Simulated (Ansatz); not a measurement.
# Ca5SiN2: the cost of one run

Method: DFT PBE, scalar-relativistic, plane waves, PAW, unless a step names another level, in Ansatz 0.2.0.

8 further runs of the same task are left out: 3 that didn't finish, 5 set aside as unsound or not needed.

## 1. What the formula suggests

Pauling electronegativities: Ca 1.00, Si 1.90, N 3.04 (spread 2.04). The formula balances with common oxidation states: Ca +2, N -3, Si -4. Tabulated atomic sizes suggest about 19 Å³/atom. 26 candidates were drawn, by swapping species into database cells of other compounds, at random by space group and Wyckoff sites, or by hand, as the table says:

```tsv
name	made from	space group no.	Wyckoff sites	atoms (primitive cell)	V (Å³/atom)
c01	random	139	Ca 8i, 2a; Si 2b; N 4d	8	23.7
c02	random	71	Ca 8k, 2b; Si 2d; N 4j	8	20.7
c03	random	99	Ca 4d, 1a; Si 1b; N 1a, 1b	8	19.5
c04	random	65	Ca 4i, 2c, 4f; Si 2a; N 4e	8	20.9
c05	database cell of ZrAl5Ni2	139	Ca 2b, 8g; Si 2a; N 4e	8	19.6
c06	built by hand: anti-pseudobrookite (inverse Fe2TiO5)	63	Ca 8f, 8f, 4c; Si 4c; N 8f	16	18.6
c07	random	164	Ca 3e, 2c; Si 1b; N 2d	8	23.6
c08	database cell of Al5CuW2	123	Ca 4i, 1c; Si 1b; N 1a, 1d	8	18.4
c09	database cell of K2AlF5	123	Ca 4j, 1b; Si 1a; N 2e	8	17.1
c10	random	99	Ca 2c, 1a, 2c; Si 1b; N 1b, 1a	8	20.4
c11	random	139	Ca 8j, 2a; Si 2b; N 4c	8	22.2
c12	built by hand: Nb5SiSn2 (ordered W5Si3)	140	Ca 16k, 4b; Si 4a; N 8h	16	18.6
c13	built by hand: Mo5SiB2 (ordered Cr5B3)	140	Ca 16l, 4c; Si 4a; N 8h	16	18.6
c14	database cell of NaLi5N2	123	Ca 4i, 1a; Si 1d; N 1c, 1b	8	17.4
c15	random	65	Ca 8m, 2d; Si 2c; N 4l	8	23.7
c16	random	115	Ca 2e, 2g, 1a; Si 1b; N 2f	8	20.1
c17	database cell of Sr2H5Rh	107	Ca 8c, 2a; Si 2a; N 4b	8	19.1
c18	built by hand: sheared layered antiperovskite	65	Ca 2a, 4i, 4j; Si 2c; N 4i	8	18.7
c19	random	99	Ca 4d, 1a; Si 1b; N 2c	8	24.0
c20	random	123	Ca 2g, 2e, 1d; Si 1c; N 2h	8	24.0
c21	database cell of K5CuSb2	166	Ca 3b, 6c, 6c; Si 3a; N 6c	8	22.0
c22	random	12	Ca 8j, 2b; Si 2c; N 4g	8	19.0
c23	random	139	Ca 8f, 2b; Si 2a; N 4c	8	20.9
c24	random	216	Ca 4d, 16e; Si 4b; N 4c, 4a	8	19.6
c25	database cell of Na5LiN2	5	Ca 2b, 2a, 2b, 4c; Si 2a; N 4c	8	18.6
c26	random	216	Ca 16e, 4a; Si 4c; N 4b, 4d	8	21.3
```

## 2. Screening run of c03

Contents of input.yaml:

```yaml
crystal:
  lattice:
    - [6.511242, 0.0, 0.0]
    - [0.0, 6.511242, 0.0]
    - [0.0, 0.0, 3.67321575]
  atoms:
    - { symbol: Ca, position: [0.68463489, 0.68463489, 0.18905185] }
    - { symbol: Ca, position: [0.31536511, 0.31536511, 0.18905185] }
    - { symbol: Ca, position: [0.31536511, 0.68463489, 0.18905185] }
    - { symbol: Ca, position: [0.68463489, 0.31536511, 0.18905185] }
    - { symbol: Ca, position: [0.0, 0.0, 0.82189785] }
    - { symbol: Si, position: [0.5, 0.5, 0.62274232] }
    - { symbol: "N", position: [0.0, 0.0, 0.31146898] }
    - { symbol: "N", position: [0.5, 0.5, 0.28168253] }
basis:
  ecutwfc: 420
kpoints:
  mp_grid: { grid: [2, 2, 3] }
hamiltonian:
  xc: pbe
scf:
  occupations: { method: gaussian, width: 0.15 }
  lower_state_search: "off"
output:
  forces: true
  stress: true
  eigenvalues: true
relax:
  adjacent_minimum: "off"
  f_tol: 0.08
  max_steps: 16
  cell: { stress_tol: 0.8 }
```

Command:

```sh
ansatz run input.yaml --threads 1 --pin off --max-ram 2560MiB --backend cpu --events-out ev --progress --plain --runs-dir out
```

Q: Estimate wall time and peak memory on 1 thread of Arm Neoverse V2, shared host.

About 53 s, with a peak of 0.38 GiB.
